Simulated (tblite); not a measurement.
# C5H6BFO: the cost of one run

Computed with tblite 0.8.0 and PySCF 2.14.0, with density-fitted response routines of our own, on a single molecule in the gas phase. Atoms are numbered from 0 throughout.

### 1 The starting structure

14 atoms, charge 0, multiplicity 1; geometry from: force field or distance geometry start.

Bonds of the start (Å): F0–B1 1.45, B1–C2 1.58, C2–C3 1.48, C3–C4 1.32, C4–O5 1.39, O5–C6 1.40, C6–C7 1.32, C7–C2 1.48, B1–H8 1.20, C2–H9 1.12, C3–H10 1.09, C4–H11 1.09, C6–H12 1.09, C7–H13 1.08.

### 2 Optimising the geometry with GFN2-xTB

The job: settings as JSON, then the geometry in Å.

```
{"job": {"kind": "relax", "xc": "GFN2-xTB", "basis": "xTB"}, "charge": 0, "multiplicity": 1}
F      2.007900     0.881600    -1.693200
B      1.887900    -0.183900    -0.724400
C      0.721700    -0.116700     0.339200
C     -0.248800    -1.221100     0.186400
C     -1.549100    -1.090400     0.031900
O     -2.194000     0.141600    -0.047900
C     -1.349600     1.245600     0.075600
C     -0.043800     1.152500     0.254700
H      2.924600    -0.645600    -0.340400
H      1.176000    -0.252700     1.356200
H      0.128000    -2.244500     0.231000
H     -2.165500    -1.983200    -0.066100
H     -1.804200     2.241100     0.042300
H      0.508300     2.075200     0.332600
```

Started as:

```
> OMP_NUM_THREADS=1 python probes_run.py task.json out
```

The driver reads the jobs from task.json and runs them one after another.

**Question.** How long does this first job take on 1 thread of Intel Xeon at 2.50GHz, shared host, and how much memory does it need?

About 1.7 s, with a peak of 0.18 GiB.
